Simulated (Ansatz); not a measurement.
**InGa2N3: further runs on the relaxed cell**

The task here is to estimate one member of a computed series from the others.

Method: DFT PBEsol, scalar-relativistic, plane waves, PAW, in Ansatz 0.2.0.

1 further run of the same task is left out (set aside as unsound or not needed).

### The system as given

The structure is orthorhombic, space group Cmc2_1 (No. 36). Conventional cell: a = 9.906 Å, b = 5.714 Å, c = 5.336 Å, α = 90.00°, β = 90.00°, γ = 90.00°. Around In (site symmetry m) lie 4 N at 2.15 to 2.16 Å. Ga (site symmetry 1) is surrounded by 4 N at 1.95 to 1.96 Å. N (site symmetry 1) is surrounded by 3 Ga at 1.95 to 1.96 Å and 1 In at 2.15 Å. N (site symmetry m) has 2 Ga at 1.95 Å and 2 In at 2.16 Å as nearest neighbours.

Structure file:

```cif
data_structure
_symmetry_space_group_name_H-M 'P 1'
_symmetry_Int_Tables_number 1
_cell_length_a 5.7179
_cell_length_b 5.7179
_cell_length_c 5.3356
_cell_angle_alpha 90.000
_cell_angle_beta 90.000
_cell_angle_gamma 59.952
_cell_volume 151.00
loop_
_atom_site_label
_atom_site_type_symbol
_atom_site_fract_x
_atom_site_fract_y
_atom_site_fract_z
_atom_site_occupancy
In1 In 0.32522 0.67478 0.98975 1
In2 In 0.67478 0.32522 0.48975 1
Ga1 Ga 0.00699 0.33388 0.99264 1
Ga2 Ga 0.66612 0.99301 0.99264 1
Ga3 Ga 0.99301 0.66612 0.49264 1
Ga4 Ga 0.33388 0.00699 0.49264 1
N1 N 0.02648 0.33364 0.35895 1
N2 N 0.66636 0.97352 0.35895 1
N3 N 0.97352 0.66636 0.85895 1
N4 N 0.33364 0.02648 0.85895 1
N5 N 0.30788 0.69212 0.39507 1
N6 N 0.69212 0.30788 0.89507 1
```

It goes back to an entry of the Materials Project, which need not be the stable form.

This cell was relaxed beforehand with the same method: volume 12.58 Å³/atom, gap on the mesh 1.00 eV.

The first run:

Contents of input.yaml:

```yaml
crystal:
  lattice:
    - [4.9029791427, -2.8280089988, 0.0]
    - [4.9029791427, 2.8280089988, 0.0]
    - [0.0, 0.0, 5.2816956748]
  atoms:
    - { symbol: In, position: [0.3252227415, 0.6747772585, 0.9897489534] }
    - { symbol: In, position: [0.6747772585, 0.3252227415, 0.4897489534] }
    - { symbol: Ga, position: [0.0069945022, 0.3338844486, 0.9926402252] }
    - { symbol: Ga, position: [0.6661155514, 0.9930054978, 0.9926402252] }
    - { symbol: Ga, position: [0.9930054978, 0.6661155514, 0.4926402252] }
    - { symbol: Ga, position: [0.3338844486, 0.0069945022, 0.4926402252] }
    - { symbol: "N", position: [0.0264767015, 0.3336441489, 0.3589520517] }
    - { symbol: "N", position: [0.6663558511, 0.9735232985, 0.3589520517] }
    - { symbol: "N", position: [0.9735232985, 0.6663558511, 0.8589520517] }
    - { symbol: "N", position: [0.3336441489, 0.0264767015, 0.8589520517] }
    - { symbol: "N", position: [0.3078788724, 0.6921211276, 0.3950674929] }
    - { symbol: "N", position: [0.6921211276, 0.3078788724, 0.8950674929] }
basis:
  ecutwfc: 420
kpoints:
  mp_grid: { grid: [6, 6, 6] }
hamiltonian:
  xc: pbesol
scf:
  occupations: { method: gaussian, width: 0.02 }
output:
  forces: true
  stress: true
  eigenvalues: true
relax:
  adjacent_minimum: "off"
  f_tol: 0.01
  max_steps: 30
  cell: { stress_tol: 0.1, fix: [volume] }
```

On the command line:

```
ansatz run input.yaml --threads 2 --pin off --max-ram 5120MiB --backend cpu --events-out ev --progress --plain --runs-dir out
```

Steps of the session up to this table: Point at V/V0 = 0.97; Volume × 1.03; Volume × 0.94; The cell scaled to 1.06 of its volume.

One of the session's tables, all rows but one given; the rest of the session is left out.

It belongs to the step «Fit of the equation of state». 

| volume (Å³/atom) | energy above the lowest point (meV/atom) | pressure (GPa) | gap on the mesh (eV) |
| --- | --- | --- | --- |
| 11.828 | 26.8 | 12.02 | 1.30 |
| 12.206 | ? | ? | ? |
| 12.583 | 0.0 | -0.01 | 1.00 |
| 12.961 | 5.7 | -4.69 | 0.85 |
| 13.338 | 21.6 | -8.66 | 0.71 |

Estimate the missing values for volume (Å³/atom) = 12.206.

Worked estimate for «energy above the lowest point (meV/atom)». A straight line through the neighbours (11.828, 26.8) and (12.583, 0.0) gives 26.8 + (0.0 − 26.8) × (12.206 − 11.828) / (12.583 − 11.828) = 13.4; a parabola fitted to 3 rows on both sides gives 7.0.

**Answer.** energy above the lowest point (meV/atom): 6.3; pressure (GPa): 5.52; gap on the mesh (eV): 1.15. In «energy above the lowest point (meV/atom)» the line misses by +7.1 and the parabola by +0.7.
